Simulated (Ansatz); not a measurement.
# C3H7FO2S: the cost of one run

Program: Ansatz 0.2.0. Level of theory: RKS PBE-D4/STO-3G. These are calculated values, not measurements.

### 1 The starting structure

Bond lengths: C1–O2 1.357 Å, O2–C3 1.413 Å, C3–O4 1.408 Å, C3–F5 1.321 Å, C3–S6 1.831 Å, S6–C7 1.834 Å, C1–H8 1.121 Å, C1–H9 1.128 Å, C1–H10 1.131 Å, O4–H11 1.049 Å, C7–H12 1.099 Å, C7–H13 1.100 Å, C7–H14 1.085 Å. Angles (14 of 21 angles, heavy atoms first): C1–O2–C3 113.0°, O2–C3–O4 107.5°, O2–C3–F5 109.7°, O2–C3–S6 112.3°, O4–C3–F5 108.4°, O4–C3–S6 108.2°, F5–C3–S6 110.6°, C3–S6–C7 99.0°, O2–C1–H8 111.9°, O2–C1–H9 112.2°, O2–C1–H10 114.0°, C3–O4–H11 96.3°, S6–C7–H12 108.4°, S6–C7–H13 106.3°.

Structure file:

```xyz
14

C    -0.8331    1.0538   -1.5043
O    -0.2628   -0.0830   -1.0321
C    -0.6999   -0.4203    0.2691
O    -0.5149   -1.8069    0.4320
F    -1.9879   -0.1534    0.3904
S     0.2604    0.4400    1.5695
C     1.9252   -0.2253    1.1842
H    -0.4094    1.3522   -2.4986
H    -1.9516    0.9568   -1.6111
H    -0.7045    1.9493   -0.8257
H    -1.5219   -2.0732    0.3065
H     2.6449    0.2074    1.8933
H     2.1464    0.0765    0.1498
H     1.8960   -1.3031    1.3060
```

### 2 Preparing the start

input.yaml reads:

```yaml
crystal:
  periodic: [false, false, false]
  atoms:
    - { symbol: C, position_ang: [-0.8331, 1.0538, -1.5043] }
    - { symbol: O, position_ang: [-0.2628, -0.083, -1.0321] }
    - { symbol: C, position_ang: [-0.6999, -0.4203, 0.2691] }
    - { symbol: O, position_ang: [-0.5149, -1.8069, 0.432] }
    - { symbol: F, position_ang: [-1.9879, -0.1534, 0.3904] }
    - { symbol: S, position_ang: [0.2604, 0.44, 1.5695] }
    - { symbol: C, position_ang: [1.9252, -0.2253, 1.1842] }
    - { symbol: H, position_ang: [-0.4094, 1.3522, -2.4986] }
    - { symbol: H, position_ang: [-1.9516, 0.9568, -1.6111] }
    - { symbol: H, position_ang: [-0.7045, 1.9493, -0.8257] }
    - { symbol: H, position_ang: [-1.5219, -2.0732, 0.3065] }
    - { symbol: H, position_ang: [2.6449, 0.2074, 1.8933] }
    - { symbol: H, position_ang: [2.1464, 0.0765, 0.1498] }
    - { symbol: H, position_ang: [1.896, -1.3031, 1.306] }
basis:
  gaussian: { orbitals: STO-3G }
hamiltonian:
  xc: pbe
  dispersion: d4
relax:
  f_tol: 0.02
  max_steps: 40
scf:
  lower_state_search: "off"
```

The run is started by

```console
$ ansatz run input.yaml --threads 1 --pin off --max-ram 2048MiB --backend cpu --events-out ev --progress --plain --runs-dir out
```

**Question.** How long does this run take on 1 thread of Intel Xeon Platinum 8488C (Sapphire Rapids), shared host, and how much memory does it need?

About 78 s, with a peak of 0.16 GiB.
